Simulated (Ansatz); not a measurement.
# CH₇ClGeSi: a ladder of functionals and wavefunction methods

How much do the methods differ for CH₇ClGeSi? The plan is to run it at one geometry with functionals of several rungs and with coupled cluster. The yardstick is the atomisation energy at the CCSD(T) limit.

Computed with Ansatz 0.2.0, Gaussian basis. Level: functionals in def2-TZVPP, the program's frozen cores in correlated methods.

Plan: PBE-D4, r2SCAN-D4, PBE0-D4, B3LYP-D4, ωB97X-V, ωB97M-V, B2PLYP; CCSD(T)/def2-TZVPP; MP2/def2-QZVPP; extrapolation to the limit.

## Step 1: The relaxed structure

The geometry comes from an earlier relaxation with PBE0-D4 in a triple-zeta def2 set; it is a stationary point, not always the lowest conformer.

11 atoms, charge 0, spin multiplicity 1.

Atoms are counted from 1 here; the program's logs count them from 0.

Bond lengths: C1–Ge2 1.956 Å, C1–H5 1.090 Å, C1–H6 1.090 Å, C1–H7 1.090 Å, Ge2–Si3 2.380 Å, Ge2–H8 1.543 Å, Ge2–H9 1.540 Å, Si3–Cl4 2.069 Å, Si3–H10 1.485 Å, Si3–H11 1.486 Å. Angles: Ge2–C1–H5 110.1°, Ge2–C1–H6 110.3°, Ge2–C1–H7 109.8°, H5–C1–H6 108.8°, H5–C1–H7 108.9°, H6–C1–H7 108.8°, C1–Ge2–Si3 110.1°, C1–Ge2–H8 110.5°, C1–Ge2–H9 110.3°, Si3–Ge2–H8 109.1°, Si3–Ge2–H9 108.7°, H8–Ge2–H9 108.0°, Ge2–Si3–Cl4 108.2°, Ge2–Si3–H10 113.0°, Ge2–Si3–H11 112.0°, Cl4–Si3–H10 107.5°, Cl4–Si3–H11 107.1°, H10–Si3–H11 108.7°.

## Step 2: PBE-D4 (GGA)

in.yaml

```yaml
crystal:
  periodic: [false, false, false]
  atoms:
    - {symbol: C, position_ang: [-1.728439, -0.119975, 0.349015]}
    - {symbol: Ge, position_ang: [0.140626, -0.095320, 0.924322]}
    - {symbol: Si, position_ang: [1.576173, 0.040852, -0.969412]}
    - {symbol: Cl, position_ang: [0.967878, 1.644216, -2.126661]}
    - {symbol: H, position_ang: [-2.388147, -0.133488, 1.217129]}
    - {symbol: H, position_ang: [-1.926393, -1.004403, -0.257241]}
    - {symbol: H, position_ang: [-1.943869, 0.768348, -0.245378]}
    - {symbol: H, position_ang: [0.477694, -1.371021, 1.723378]}
    - {symbol: H, position_ang: [0.403518, 1.120314, 1.833268]}
    - {symbol: H, position_ang: [2.998035, 0.266162, -0.605501]}
    - {symbol: H, position_ang: [1.488323, -1.172584, -1.822421]}
basis:
  gaussian: {orbitals: def2-TZVPP}
hamiltonian: {xc: pbe, dispersion: d4}
output: {forces: true, orbitals: {seedname: orbitals}}
```

Started as:

```
> ansatz run in.yaml --threads 4 --pin off --events-out ev --progress --plain --max-ram 10444MiB
```

After this run come: r2SCAN-D4 (meta-GGA); PBE0-D4 (hybrid); B3LYP-D4 (hybrid); ωB97X-V (range-separated); ωB97M-V (range-separated); B2PLYP (double hybrid); CCSD(T) in def2-TZVPP; MP2 in def2-QZVPP.

Q: Predict the results of all the runs planned. Wanted: atomisation energy, CCSD(T)/CBS; farthest; mean size of error, hybrid; mean size of error, range-separated; gap, smallest and largest; T1 diagnostic; triples share of the correlation energy.

As calculated:

| quantity | value |
| --- | --- |
| atomisation energy, CCSD(T)/CBS | 3474.1 kJ/mol |
| functionals within 34.7 kJ/mol (1.0 %) | PBE-D4, r2SCAN-D4, PBE0-D4, B3LYP-D4, ωB97X-V, ωB97M-V |
| farthest | B2PLYP (-65.3 kJ/mol) |
| mean size of error, hybrid | 30.7 kJ/mol |
| mean size of error, range-separated | 13.5 kJ/mol |
| gap, smallest and largest | 5.53 eV (PBE-D4), 11.81 eV (ωB97X-V) |
| T1 diagnostic | 0.0105 |
| triples share of the correlation energy | 3.7 % |

What this shows: PBE-D4 is off by -19.4 kJ/mol. Double hybrids carry the basis error of their MP2 part in triple zeta, and no dispersion term here, so their miss is partly the set-up's. The reference freezes the cores and leaves out relativity and excitations past (T), and its outer-core shells are covered unevenly, so misses under about 34.7 kJ/mol can't be ranked. Hartree-Fock recovers 75 % of the binding; the rest is correlation. Orbital gaps span 5.5 to 11.8 eV; exact exchange widens them. Correlated methods include outer-core shells of Ge, which these sets cover unevenly.
